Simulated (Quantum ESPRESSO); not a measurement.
## RuRh: equation of state with PBE

Crystal: RuRh.

```
CELL_PARAMETERS angstrom
2.70942 0.00000 0.00000
-1.35471 2.34642 0.00000
0.00000 0.00000 4.29837
ATOMIC_POSITIONS crystal
Rh 0.66667 0.33333 0.00000
Ru 0.00000 0.00000 0.50000
```

The cell comes from a database or a generator and needn't be the stable form of this composition.

```json
{"Program": "Quantum ESPRESSO 7.5", "Task": "equation of state", "Functional": "PBE", "Potentials or basis": "SSSP 1.3 efficiency PBE", "Cutoff": "816 eV", "Density cutoff": "3265 eV", "k mesh": "11 × 11 × 6", "Occupations": "fermi-dirac, width 0.05 eV", "Spin": "no spin polarisation"}
```

| Item | Value |
| --- | --- |
| Equilibrium volume | 13.90 Å³/atom |
| Bulk modulus at fixed shape and positions | 285 GPa |
| Pressure derivative of the bulk modulus | 5.0 |

Energy against volume, from the lowest point:
```
volume (Å³/atom)  energy (meV/atom)
          12.843              84.35
          13.117              44.55
          13.390              18.20
          13.663               3.78
          13.937               0.00
          14.210               5.65
          14.483              19.69
```

All runs of the series together: 55 s on 2 threads of Intel(R) Xeon(R) 6975P-C (Granite Rapids), on a shared host.

Caveat: the cell was scaled at fixed shape and fractional positions, which overstates the stiffness of a crystal with free parameters, most of all of layers and chains.
